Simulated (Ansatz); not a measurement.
# C2H10In2O2: a ladder of functionals and wavefunction methods

One table from this session's results is given with a row withheld; the runs are named, their logs left out.

Computed with Ansatz 0.2.0, Gaussian basis. Level: functionals in def2-TZVPP, the program's frozen cores in correlated methods.

Plan: LDA (SPW92), PBE-D4, revPBE-D4, BLYP-D4, r2SCAN-D4, B97M-V, PBE0-D4, B3LYP-D4, r2SCANh-D4, r2SCAN0-D4, HSE06-D4, BHLYP-D4, CAM-B3LYP-D4, LC-ωPBE, ωB97X-V, ωB97M-V, B2PLYP, PBE-QIDH; CCSD(T)/def2-SVP; MP2/def2-TZVPP; RPA on PBE.

1 further run of the same task is left out (it didn't finish). Runs told in other sessions of the task aren't counted.

**The relaxed structure**

All runs share one geometry, relaxed beforehand with PBE0-D4 in a triple-zeta def2 set. In takes the def2 core potential; no spin-orbit term is included.

SMILES `C[O+]1[InH2-][O+](C)[InH2-]1`, 16 atoms, charge 0, spin multiplicity 1.

Atoms are counted from 1 here; the program's logs count them from 0.

Bond lengths: C1–O2 1.408 Å, C1–H7 1.095 Å, C1–H8 1.095 Å, C1–H9 1.098 Å, O2–In3 2.160 Å, O2–In6 2.160 Å, In3–O4 2.160 Å, In3–H10 1.717 Å, In3–H11 1.707 Å, O4–C5 1.408 Å, O4–In6 2.160 Å, C5–H12 1.095 Å, C5–H13 1.098 Å, C5–H14 1.095 Å, In6–H15 1.717 Å, In6–H16 1.707 Å. Angles: O2–C1–H7 110.5°, O2–C1–H8 110.5°, O2–C1–H9 112.2°, H7–C1–H8 107.3°, H7–C1–H9 108.1°, H8–C1–H9 108.1°, C1–O2–In3 121.1°, C1–O2–In6 121.1°, In3–O2–In6 100.9°, O2–In3–O4 79.1°, O2–In3–H10 106.7°, O2–In3–H11 107.2°, O4–In3–H10 106.7°, O4–In3–H11 107.2°, H10–In3–H11 135.5°, In3–O4–C5 121.1°, In3–O4–In6 100.9°, C5–O4–In6 121.1° and more.

Set-up of the first run:

File in.yaml:

```yaml
crystal:
  periodic: [false, false, false]
  atoms:
    - {symbol: C, position_ang: [0.017742, 2.515261, 0.219994]}
    - {symbol: O, position_ang: [-0.228295, 1.234154, 0.750745]}
    - {symbol: In, position_ang: [1.380745, -0.174713, 1.055368]}
    - {symbol: O, position_ang: [-0.115818, -1.449690, 0.159788]}
    - {symbol: C, position_ang: [0.222638, -2.364855, -0.855888]}
    - {symbol: In, position_ang: [-1.743092, -0.052092, -0.096510]}
    - {symbol: H, position_ang: [-0.900335, 3.112832, 0.217952]}
    - {symbol: H, position_ang: [0.752697, 3.049741, 0.831658]}
    - {symbol: H, position_ang: [0.398020, 2.471188, -0.808978]}
    - {symbol: H, position_ang: [2.551924, 0.141712, -0.159128]}
    - {symbol: H, position_ang: [1.422414, -0.540075, 2.722549]}
    - {symbol: H, position_ang: [1.011339, -3.043740, -0.513831]}
    - {symbol: H, position_ang: [0.576435, -1.862017, -1.765431]}
    - {symbol: H, position_ang: [-0.643598, -2.980131, -1.122409]}
    - {symbol: H, position_ang: [-1.822142, 0.313239, -1.771908]}
    - {symbol: H, position_ang: [-2.880654, -0.370824, 1.136028]}
basis:
  gaussian: {orbitals: def2-TZVPP}
hamiltonian: {xc: lda}
output: {orbitals: {seedname: orbitals}}
```

Launch:

```sh
$ ansatz run in.yaml --threads 4 --pin off --events-out ev --progress --plain --max-ram 11315MiB
```

Steps of the session up to this table: LDA; PBE-D4 (GGA); revPBE-D4 (GGA); BLYP-D4 (GGA); r2SCAN-D4 (meta-GGA); B97M-V (meta-GGA); B3LYP-D4 (hybrid); r2SCANh-D4 (hybrid); r2SCAN0-D4 (hybrid); HSE06-D4 (hybrid); BHLYP-D4 (hybrid); CAM-B3LYP-D4 (range-separated); LC-ωPBE (range-separated); ωB97X-V (range-separated); ωB97M-V (range-separated); B2PLYP (double hybrid); PBE-QIDH (double hybrid).

One table of the session follows, with a row left open; its other results are not shown here.

It belongs to the step «Frontier levels by functional». 

```
  functional  HOMO (eV)  gap (eV)
 LDA (SPW92)      -6.38      4.53
      PBE-D4      -6.26      4.70
   revPBE-D4      -6.21      4.79
     BLYP-D4      -6.17      4.69
   r2SCAN-D4      -6.59      5.40
      B97M-V      -6.78      5.24
     PBE0-D4      -7.74      6.92
    B3LYP-D4      -7.54      6.48
  r2SCANh-D4      -7.18      6.24
  r2SCAN0-D4      -7.96      7.36
    HSE06-D4      -7.34      6.17
    BHLYP-D4      -9.01      8.84
CAM-B3LYP-D4      -9.12      9.08
     LC-ωPBE     -10.43     11.48
     ωB97X-V     -10.13     11.00
     ωB97M-V          ?         ?
```

Estimate the missing values for ωB97M-V.

As computed: HOMO (eV): -10.01; gap (eV): 10.51. In the column «HOMO (eV)» it lies between ωB97X-V (-10.13) and CAM-B3LYP-D4 (-9.12).
